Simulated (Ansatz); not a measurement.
# C2H6InN: a ladder of functionals and wavefunction methods

An exercise on one series of results from a longer session: the logs are not shown, and one member is left open.

Method: functionals in def2-TZVPP, the program's frozen cores in correlated methods; program: Ansatz 0.2.0, Gaussian basis.

The runs, in order: LDA (SPW92), PBE-D4, revPBE-D4, BLYP-D4, r2SCAN-D4, B97M-V, PBE0-D4, B3LYP-D4, r2SCANh-D4, r2SCAN0-D4, HSE06-D4, BHLYP-D4, CAM-B3LYP-D4, LC-ωPBE, ωB97X-V, ωB97M-V, B2PLYP, PBE-QIDH; CCSD(T)/def2-SVP; CCSD(T)/def2-TZVPP; MP2/def2-QZVPP; extrapolation to the limit; RPA on PBE.

## Structure used throughout

All runs share one geometry, relaxed beforehand with PBE0-D4 in a triple-zeta def2 set. In takes the def2 core potential; no spin-orbit term is included.

SMILES `N/C=[CH]\[InH2]`, 10 atoms, charge 0, spin multiplicity 1.

Atoms are counted from 1 here; the program's logs count them from 0.

Bond lengths: N1–C2 1.365 Å, N1–H5 1.004 Å, N1–H6 1.008 Å, C2–C3 1.348 Å, C2–H7 1.091 Å, C3–In4 2.104 Å, C3–H8 1.085 Å, In4–H9 1.721 Å, In4–H10 1.739 Å. Angles: C2–N1–H5 118.2°, C2–N1–H6 118.1°, H5–N1–H6 115.4°, N1–C2–C3 127.5°, N1–C2–H7 112.3°, C3–C2–H7 120.1°, C2–C3–In4 125.3°, C2–C3–H8 115.3°, In4–C3–H8 119.5°, C3–In4–H9 122.3°, C3–In4–H10 118.0°, H9–In4–H10 119.7°.

The first run:

Contents of in.yaml:

```yaml
crystal:
  periodic: [false, false, false]
  atoms:
    - {symbol: N, position_ang: [1.537776, 0.591315, -0.256217]}
    - {symbol: C, position_ang: [1.019868, -0.496775, 0.385886]}
    - {symbol: C, position_ang: [-0.280457, -0.795751, 0.576609]}
    - {symbol: In, position_ang: [-1.904221, 0.295006, -0.198380]}
    - {symbol: H, position_ang: [2.483239, 0.540271, -0.588795]}
    - {symbol: H, position_ang: [0.914566, 1.157455, -0.810153]}
    - {symbol: H, position_ang: [1.795673, -1.137318, 0.806832]}
    - {symbol: H, position_ang: [-0.468917, -1.679945, 1.175730]}
    - {symbol: H, position_ang: [-3.538362, -0.118500, 0.149032]}
    - {symbol: H, position_ang: [-1.559154, 1.644231, -1.240533]}
basis:
  gaussian: {orbitals: def2-TZVPP}
hamiltonian: {xc: lda}
output: {orbitals: {seedname: orbitals}}
```

The run is started by

```console
$ ansatz run in.yaml --threads 4 --pin off --events-out ev --progress --plain --max-ram 10444MiB
```

Steps of the session up to this table: LDA; PBE-D4 (GGA); revPBE-D4 (GGA); BLYP-D4 (GGA); r2SCAN-D4 (meta-GGA); B97M-V (meta-GGA); PBE0-D4 (hybrid); B3LYP-D4 (hybrid); r2SCANh-D4 (hybrid); r2SCAN0-D4 (hybrid); HSE06-D4 (hybrid); BHLYP-D4 (hybrid); CAM-B3LYP-D4 (range-separated); LC-ωPBE (range-separated); ωB97X-V (range-separated); ωB97M-V (range-separated); B2PLYP (double hybrid); PBE-QIDH (double hybrid).

One of the session's tables, all rows but one given; the rest of the session is left out.

It belongs to the step «Frontier levels by functional». 

```
  functional  HOMO (eV)  LUMO (eV)  gap (eV)
 LDA (SPW92)      -5.30      -2.45      2.85
      PBE-D4      -5.10      -2.19      2.91
   revPBE-D4      -5.03      -2.08      2.95
     BLYP-D4      -4.97      -2.14      2.83
   r2SCAN-D4      -5.27      -1.95      3.33
      B97M-V      -5.31      -2.17      3.15
     PBE0-D4      -6.14      -1.48      4.66
    B3LYP-D4          ?          ?         ?
  r2SCANh-D4      -5.67      -1.70      3.97
  r2SCAN0-D4      -6.27      -1.33      4.94
    HSE06-D4      -5.74      -1.84      3.91
    BHLYP-D4      -7.07      -0.83      6.24
CAM-B3LYP-D4      -7.40      -0.70      6.70
     LC-ωPBE      -8.68       0.36      9.04
     ωB97X-V      -8.35       0.25      8.60
     ωB97M-V      -8.28      -0.02      8.25
```

Q: Estimate the row for B3LYP-D4 from the others.

Worked estimate for «HOMO (eV)». Against the share of exact exchange, BLYP-D4 (0, -4.97), BHLYP-D4 (0.5, -7.07) give a slope of -4.20 per unit share; at 0.2 the line stands at -5.81.

**Answer.** HOMO (eV): -5.95; LUMO (eV): -1.74; gap (eV): 4.21. In «HOMO (eV)» the line misses by +0.14.
